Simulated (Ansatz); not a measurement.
# GaAs: how the settings move a single-point run

Question: which choices in the input matter for GaAs?

Computed with Ansatz 0.2.0 (reference: DFT, HSE06, plane waves, PAW, unless a step's input says otherwise).

1 further run of the same task is left out (it didn't finish).

### 1 The structure to begin with

Symmetry: F-43m, No. 216, cubic system. Conventional cell: a = 5.666 Å, b = 5.666 Å, c = 5.666 Å, α = 90.00°, β = 90.00°, γ = 90.00°. Around Ga (site symmetry -43m) lie 4 As at 2.45 Å. Around As (site symmetry -43m) lie 4 Ga at 2.45 Å.

As a file:

```xyz
2
Lattice="0.0000 2.8331 2.8331 2.8331 0.0000 2.8331 2.8331 2.8331 0.0000" Properties=species:S:1:pos:R:3 pbc="T T T"
Ga    0.0000    0.0000    0.0000
As    1.4165    1.4165    1.4165
```

### 2 Baseline

Input file input.yaml:

```yaml
crystal:
  lattice:
    - [0.0, 2.8330831934, 2.8330831934]
    - [2.8330831934, 0.0, 2.8330831934]
    - [2.8330831934, 2.8330831934, 0.0]
  atoms:
    - { symbol: Ga, position: [0.0, 0.0, 0.0] }
    - { symbol: As, position: [0.25, 0.25, 0.25] }
kpoints:
  mp_grid: { grid: [4, 4, 4] }
hamiltonian:
  xc: hse06
scf:
  occupations: { method: fixed }
  n_extra_bands: 4
output:
  forces: true
  stress: true
  eigenvalues: true
```

Started as:

```sh
$ ansatz run input.yaml --threads 4 --pin off --max-ram 3686MiB --backend cpu --events-out ev --progress --plain --runs-dir out
```

### 3 Changed: exchange pbe, correlation pbe, coeff 0.05

input.yaml: that of step 2 with these lines changed.

```diff
@@ -11,3 +11,3 @@
 hamiltonian:
-  xc: hse06
+  xc: { exchange: pbe, correlation: pbe, exx: { coeff: 0.05 } }
 scf:
```

### 4 Variant: exchange pbe, correlation pbe, coeff 0.35, omega 0.1

input.yaml: that of step 2 with these lines changed.

```diff
@@ -11,3 +11,3 @@
 hamiltonian:
-  xc: hse06
+  xc: { exchange: pbe, correlation: pbe, exx: { coeff: 0.35, omega: 0.1 } }
 scf:
```

### 5 Changed: ecutfock_ratio 2

input.yaml: that of step 2 with these lines changed.

```diff
@@ -15,2 +15,3 @@
   n_extra_bands: 4
+  exx: { ecutfock_ratio: 2 }
 output:
```

### 6 Changed: exchange pbe, correlation pbe, coeff 0.1, omega 0.2078

input.yaml: that of step 2 with these lines changed.

```diff
@@ -11,3 +11,6 @@
 hamiltonian:
-  xc: hse06
+  xc:
+    exchange: pbe
+    correlation: pbe
+    exx: { coeff: 0.1, omega: 0.2078 }
 scf:
```

### 7 Changing settings: occupations.method methfessel_paxton, occupations.width 0.2

input.yaml: that of step 2 with these lines changed.

```diff
@@ -13,3 +13,3 @@
 scf:
-  occupations: { method: fixed }
+  occupations: { method: methfessel_paxton, width: 0.2 }
   n_extra_bands: 4
```

What does the calculation give? Wanted: for each run, ending; energy change; pressure; gap; force.

As calculated:

```
                                                           run     ending       energy change  pressure (GPa)  gap (eV)  force (eV/Å)  cycles   time
                                                     reference  converged                   0             0.9      1.42          0.00      15    5 s
                  1: exchange pbe, correlation pbe, coeff 0.05  converged      not comparable             2.5      0.76          0.00      11  4.5 s
       2: exchange pbe, correlation pbe, coeff 0.35, omega 0.1  converged      not comparable            -0.1      2.26          0.00      16  5.5 s
                                           3: ecutfock_ratio 2  converged                   -             0.9      1.42          0.00      15  4.5 s
     4: exchange pbe, correlation pbe, coeff 0.1, omega 0.2078  converged      not comparable             2.2      0.82          0.00      11  4.8 s
5: occupations.method methfessel_paxton, occupations.width 0.2  converged  0.0 meV/atom (σ→0)             0.9      1.42          0.00      15  4.8 s
```

Residual by cycle in the longest SCF loop of each run; runs are numbered as in the table. The quantity is the density residual dr2, in eV.

```
cycle  reference    run 1    run 2    run 3   run 4    run 5
    1     0.0297  0.00142   0.0507   0.0297  0.0058    0.029
    2    0.00232   8.7e-5  0.00648  0.00232  3.4e-4  0.00225
    3    0.00147   4.6e-5  0.00362  0.00147  1.9e-4  0.00141
    4     2.5e-4   7.9e-6   4.8e-4   2.5e-4  3.3e-5   2.3e-4
    5     1.5e-5   2.4e-7   8.0e-5   1.5e-5  3.7e-7   1.3e-5
    6     8.6e-6   4.1e-8   4.8e-6   8.6e-6       -   7.9e-6
    7     2.1e-7        -        -   2.1e-7       -   1.9e-7
```

**Reading.** «occupations.method methfessel_paxton, occupations.width 0.2» leaves the energy as it was.
